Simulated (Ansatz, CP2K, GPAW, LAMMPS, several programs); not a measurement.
**LiF (Griceite) from cheap methods to r2SCAN**

Aim: run LiF (Griceite) through methods of unlike cost and see what each gets, and at what price.

Program: LAMMPS, CP2K, GPAW, Ansatz (versions at each run). Level of theory: no spin polarisation, static lattice; gaps from single points on the cell relaxed beforehand with r²SCAN. These are calculated values, not measurements.

### Step 1. The structure to begin with

It takes space group Fm-3m (No. 225, cubic). The conventional cell has a = 3.990 Å, b = 3.990 Å, c = 3.990 Å, α = 90.00°, β = 90.00°, γ = 90.00°. Li (site symmetry m-3m) is surrounded by 6 F at 1.99 Å. F (site symmetry m-3m) has 6 Li at 1.99 Å as nearest neighbours.

As a file:

```
Li F
1.0
     0.00000    1.99487    1.99487
     1.99487    0.00000    1.99487
     1.99487    1.99487    0.00000
Li F
1 1
Direct
  0.00000 0.00000 0.00000
  0.50000 0.50000 0.50000
```

**Question.** The methods are ffield.eim, PBE/DZVP, PBE/single-zeta, PBE/SZV, coarse PBE, GLLB-SC, PBE, r2SCAN. What gap does r2SCAN give on this cell, and which other methods (full PBE left aside) come nearest to r2SCAN and farthest in gap, volume and bulk modulus?

| quantity | value |
| --- | --- |
| r2SCAN | gap 10.33 eV, 7.94 Å³/atom, B₀ 77 GPa |
| gap: nearest and farthest of the other methods | coarse PBE (-0.97 eV), GLLB-SC (+4.65 eV) |
| volume: nearest and farthest of the other methods | ffield.eim (+2.1 %), PBE/DZVP (+7.5 %) |
| bulk modulus: nearest and farthest of the other methods | PBE/DZVP (-22 %), ffield.eim (+492 %) |

**Reading.** For the gap, of the 5 methods compared (full PBE left aside), coarse PBE comes nearest to r2SCAN and GLLB-SC is farthest. Among the 2 methods compared for the volume (full PBE left aside), ffield.eim is nearest to r2SCAN and PBE/DZVP farthest. For the bulk modulus, of the 2 methods compared (full PBE left aside), PBE/DZVP comes nearest to r2SCAN and ffield.eim is farthest. A minimal basis or a coarse cutoff and mesh shifts results by its own error, so closeness to r2SCAN can be chance. GLLB-SC is compared with its derivative discontinuity added. No volume is given for PBE/single-zeta, PBE/SZV, coarse PBE, which can hide a larger miss. CPU times run from 0.17 s (ffield.eim) to 41 s (PBE/DZVP). On this cell PBE/DZVP, PBE/single-zeta, PBE/SZV, GLLB-SC cost more than r2SCAN itself (1.8 s), so they are no saving here. r2SCAN is a yardstick, not the truth: it usually gives gaps below the measured ones.
